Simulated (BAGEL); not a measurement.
# C4F6 (SMILES FC1=C(F)C(F)(F)C1(F)F), step by step

Wanted: the energy (HF/cc-pVDZ), then the energy (NEVPT2(2,2)/cc-pVDZ) of C4F6. 

The calculation is run with BAGEL 1.2.2.

## Step 1: The structure to begin with

C4F6 has 10 atoms, charge 0, and is taken as a singlet. As SMILES, `FC1=C(F)C(F)(F)C1(F)F`. The F1–C2 distance was set to 3.643 Å, away from the relaxed value. At this shape a bond of the SMILES string is far longer than usual.

Bond lengths: C2–C3 1.334 Å, C3–F4 1.301 Å, C3–C5 1.496 Å, C5–F6 1.340 Å, C5–F7 1.340 Å, C2–C8 1.496 Å, C5–C8 1.568 Å, C8–F9 1.340 Å, C8–F10 1.340 Å. Some angles: C2–C3–F4 135.0°, C2–C3–C5 94.5°, F4–C3–C5 130.6°, C3–C2–C8 94.5°, C3–C5–F6 116.5°, C3–C5–F7 116.5°, C3–C5–C8 85.5°, F6–C5–F7 107.6°, F6–C5–C8 114.9°, F7–C5–C8 114.9°.

## Step 2: The energy at HF/cc-pVDZ (density fitting with svp-jkfit) (run 1)

Contents of hf.json:

```json
{ "bagel": [

{
  "title": "molecule",
  "basis": "cc-pvdz.json",
  "df_basis": "svp-jkfit",
  "angstrom": true,
  "geometry": [
    { "atom": "F", "xyz": [      -0.044364,      -4.487821,       1.639517 ] },
    { "atom": "C", "xyz": [      -0.087540,      -1.109800,       0.277030 ] },
    { "atom": "C", "xyz": [      -0.606330,      -0.538520,      -0.811440 ] },
    { "atom": "F", "xyz": [      -1.305940,      -0.957560,      -1.825060 ] },
    { "atom": "C", "xyz": [      -0.097240,       0.828870,      -0.479530 ] },
    { "atom": "F", "xyz": [      -1.021680,       1.768480,      -0.236800 ] },
    { "atom": "F", "xyz": [       0.801770,       1.353470,      -1.323900 ] },
    { "atom": "C", "xyz": [       0.512470,       0.157580,       0.799350 ] },
    { "atom": "F", "xyz": [       0.026610,       0.614420,       1.961950 ] },
    { "atom": "F", "xyz": [       1.849980,       0.199290,       0.874760 ] }
  ]
},

{
  "title": "hf"
},

{
  "title": "print",
  "file": "orbitals.molden",
  "orbitals": true
}

]}
```

The basis set cc-pVDZ is read from a file made from the Basis Set Exchange's data (not shown).

Run with:

```
$ BAGEL_NUM_THREADS=1 BAGEL hf.json > hf.out
```

Standard output:

```text
* using 1 threads per process

  ===============================================================
  ===============================================================

  *** Geometry ***

  { "atom" : "F", "xyz" : [     -0.083836,     -8.480753,      3.098238 ] },
  { "atom" : "C", "xyz" : [     -0.165427,     -2.097218,      0.523511 ] },
  { "atom" : "C", "xyz" : [     -1.145798,     -1.017655,     -1.533399 ] },
  { "atom" : "F", "xyz" : [     -2.467869,     -1.809526,     -3.448864 ] },
  { "atom" : "C", "xyz" : [     -0.183757,      1.566337,     -0.906180 ] },
  { "atom" : "F", "xyz" : [     -1.930695,      3.341943,     -0.447487 ] },
  { "atom" : "F", "xyz" : [      1.515126,      2.557688,     -2.501808 ] },
  { "atom" : "C", "xyz" : [      0.968428,      0.297783,      1.510553 ] },
  { "atom" : "F", "xyz" : [      0.050286,      1.161086,      3.707548 ] },
  { "atom" : "F", "xyz" : [      3.495956,      0.376604,      1.653057 ] },

  Number of auxiliary basis functions:      762

  Since a DF basis is specified, we compute 2- and 3-index integrals:
    o Being stored without compression. Storage requirement is 0.119 GB

  Number of basis functions:      140
  Number of electrons      :       78

    * METHOD: MOLECULE                             0.77

  *** RHF ***

  === Nuclear Repulsion ===
   546.3345223508

      * DIIS with orbital gradients will be used.

  === RHF iteration (cc-pvdz.json) ===
      0       -746.95162252          0.01683810           0.46
      1       -741.42401977          0.03000630           0.46
      2       -747.33634256          0.00935669           0.46
      3       -747.54008347          0.00532003           0.46
      4       -747.61198055          0.00205022           0.46
      5       -747.64006794          0.00124181           0.45
      6       -747.65303771          0.00114316           0.45
      7       -747.67200123          0.00164118           0.45
      8       -747.66662853          0.00209449           0.45
      9       -747.67021831          0.00175503           0.46
     10       -747.67649333          0.00091739           0.46
     11       -747.67880383          0.00005166           0.46
     12       -747.67880839          0.00002435           0.46
     13       -747.67881038          0.00000626           0.45
     14       -747.67881055          0.00000359           0.44
     15       -747.67881061          0.00000165           0.46
     16       -747.67881063          0.00000038           0.46
     17       -747.67881063          0.00000016           0.45
     18       -747.67881063          0.00000009           0.45
     19       -747.67881063          0.00000006           0.46
     20       -747.67881063          0.00000006           0.45
     21       -747.67881063          0.00000006           0.46
     22       -747.67881063          0.00000005           0.45
     23       -747.67881063          0.00000004           0.45
     24       -747.67881063          0.00000002           0.45
     25       -747.67881063          0.00000001           0.46
     26       -747.67881063          0.00000001           0.45
    * SCF iteration converged.

    * Permanent dipole moment:
           (    0.273403,    -2.499591,     1.413375) a.u.

    * METHOD: HF                                  12.90

    * METHOD: PRINT                                0.03

  ===============================================================
```

Wall time 14 s (1 thread of Arm Neoverse V2, shared host); peak memory 0.36 GiB.

## Step 3: The energy at NEVPT2(2,2)/cc-pVDZ (density fitting with svp-jkfit) (run 2)

Contents of input.json:

```json
{ "bagel": [

{
  "title": "molecule",
  "basis": "cc-pvdz.json",
  "df_basis": "svp-jkfit",
  "angstrom": "true",
  "geometry": [
    { "atom": "F", "xyz": [   -0.044364,   -4.487821,    1.639517 ] },
    { "atom": "C", "xyz": [   -0.087540,   -1.109800,    0.277030 ] },
    { "atom": "C", "xyz": [   -0.606330,   -0.538520,   -0.811440 ] },
    { "atom": "F", "xyz": [   -1.305940,   -0.957560,   -1.825060 ] },
    { "atom": "C", "xyz": [   -0.097240,    0.828870,   -0.479530 ] },
    { "atom": "F", "xyz": [   -1.021680,    1.768480,   -0.236800 ] },
    { "atom": "F", "xyz": [    0.801770,    1.353470,   -1.323900 ] },
    { "atom": "C", "xyz": [    0.512470,    0.157580,    0.799350 ] },
    { "atom": "F", "xyz": [    0.026610,    0.614420,    1.961950 ] },
    { "atom": "F", "xyz": [    1.849980,    0.199290,    0.874760 ] }
  ]
},
{ "title": "hf" },
{ "title": "nevpt2", "nstate": 1, "nact": 2, "nclosed": 38, "active": [39, 40], "maxiter": 200, "natocc": "true", "ncore": 10 },
{ "title": "print", "file": "orbitals.molden", "orbitals": "true" }

]}
```

The basis set cc-pVDZ is read from a file made from the Basis Set Exchange's data (not shown).

Run with:

```
$ BAGEL_NUM_THREADS=1 BAGEL input.json > input.out
```

Standard output:

```text
* using 1 threads per process

  ===============================================================
  ===============================================================

  *** Geometry ***

  { "atom" : "F", "xyz" : [     -0.083836,     -8.480753,      3.098238 ] },
  { "atom" : "C", "xyz" : [     -0.165427,     -2.097218,      0.523511 ] },
  { "atom" : "C", "xyz" : [     -1.145798,     -1.017655,     -1.533399 ] },
  { "atom" : "F", "xyz" : [     -2.467869,     -1.809526,     -3.448864 ] },
  { "atom" : "C", "xyz" : [     -0.183757,      1.566337,     -0.906180 ] },
  { "atom" : "F", "xyz" : [     -1.930695,      3.341943,     -0.447487 ] },
  { "atom" : "F", "xyz" : [      1.515126,      2.557688,     -2.501808 ] },
  { "atom" : "C", "xyz" : [      0.968428,      0.297783,      1.510553 ] },
  { "atom" : "F", "xyz" : [      0.050286,      1.161086,      3.707548 ] },
  { "atom" : "F", "xyz" : [      3.495956,      0.376604,      1.653057 ] },

  Number of auxiliary basis functions:      762

  Since a DF basis is specified, we compute 2- and 3-index integrals:
    o Being stored without compression. Storage requirement is 0.119 GB

  Number of basis functions:      140
  Number of electrons      :       78

    * METHOD: MOLECULE                             0.75

  *** RHF ***

  === Nuclear Repulsion ===
   546.3345223508

      * DIIS with orbital gradients will be used.

  === RHF iteration (cc-pvdz.json) ===
      0       -746.95162252          0.01683810           0.46
      1       -741.42401977          0.03000630           0.46
      2       -747.33634256          0.00935669           0.45
      3       -747.54008347          0.00532003           0.46
      4       -747.61198055          0.00205022           0.46
      5       -747.64006794          0.00124181           0.45
      6       -747.65303771          0.00114316           0.45
      7       -747.67200123          0.00164118           0.46
      8       -747.66662853          0.00209449           0.46
      9       -747.67021831          0.00175503           0.46
     10       -747.67649333          0.00091739           0.46
     11       -747.67880383          0.00005166           0.45
     12       -747.67880839          0.00002435           0.46
     13       -747.67881038          0.00000626           0.45
     14       -747.67881055          0.00000359           0.46
     15       -747.67881061          0.00000165           0.46
     16       -747.67881063          0.00000038           0.46
     17       -747.67881063          0.00000016           0.45
     18       -747.67881063          0.00000009           0.46
     19       -747.67881063          0.00000006           0.45
     20       -747.67881063          0.00000006           0.46
     21       -747.67881063          0.00000006           0.46
     22       -747.67881063          0.00000005           0.46
     23       -747.67881063          0.00000004           0.46
     24       -747.67881063          0.00000002           0.45
     25       -747.67881063          0.00000001           0.45
     26       -747.67881063          0.00000001           0.46
    * SCF iteration converged.

    * Permanent dipole moment:
           (    0.273403,    -2.499591,     1.413375) a.u.

    * METHOD: HF                                  12.97

    * freezing 10 orbitals
  ---------------------------
      CASSCF calculation
  ---------------------------

    ==== Active orbitals : =====
         Orbital 39
         Orbital 40
    ============================

    * nstate   :      1
    * nclosed  :     38
    * nact     :      2
    * nvirt    :    100
  === CASSCF iteration (cc-pvdz.json) ===

    * Using the second-order algorithm

      0  0      -747.86825741     1.13e-02      0.08

      1  0      -747.91648491     4.76e-04      2.57

      2  0      -747.91667636     5.31e-05      3.60

      3  0      -747.91667746     8.78e-06      3.22

      4  0      -747.91667750     1.27e-06      3.52

      5  0      -747.91667751     2.10e-07      3.22

      6  0      -747.91667751     3.47e-08      3.30

      7  0      -747.91667751     5.73e-09      2.99

    * Second-order optimization converged. *

     guess   0:   closed 1.                   open ..

  === FCI iteration ===

      0  0      -747.62926033     1.57e-01      0.00
      1  0      -747.90135859     4.54e-02      0.00
      2  0 *    -747.91667751     1.37e-15      0.00

     * ci vector, state   0, <S^2> = 0.0000
       2.     0.7276306466
       .2    -0.6859691262

  === DF-NEVPT2 calculation ===

    * 3-index integral transformation done
    * assembly done

      NEVPT2 correlation energy:   -1.5428449509      1.30

          (+0)     -1.4372000610
          (+0)'    -0.0136273344
          (+1)     -0.0243809200
          (+1)'    -0.0000000000
          (+2)     -0.0000124128
          (-1)     -0.0676110650
          (-1)'     0.0000000000
          (-2)     -0.0000131577

      NEVPT2 total energy:       -749.4595224564

    * METHOD: NEVPT2                              25.54

    * METHOD: PRINT                                0.03

  ===============================================================
```

Run time: 40 s. Hardware: 1 thread of Arm Neoverse V2, shared host; peak memory 0.38 GiB.

## Step 4: Outcome

| quantity | value |
| --- | --- |
| run 1, HF/cc-pVDZ: total energy | -747.67881 Eh |
| run 1, HF/cc-pVDZ: dipole moment | 7.33 D |
| run 1, HF/cc-pVDZ: HOMO energy | -9.85 eV |
| run 1, HF/cc-pVDZ: LUMO energy | -4.99 eV |
| run 1, HF/cc-pVDZ: HOMO–LUMO gap | 4.87 eV |
| run 2, NEVPT2(2,2)/cc-pVDZ: total energy | -749.45952 Eh |

One bond (run 1, HF/cc-pVDZ) is far stretched, which a spin-restricted single reference describes badly; a broken-symmetry solution may lie lower.
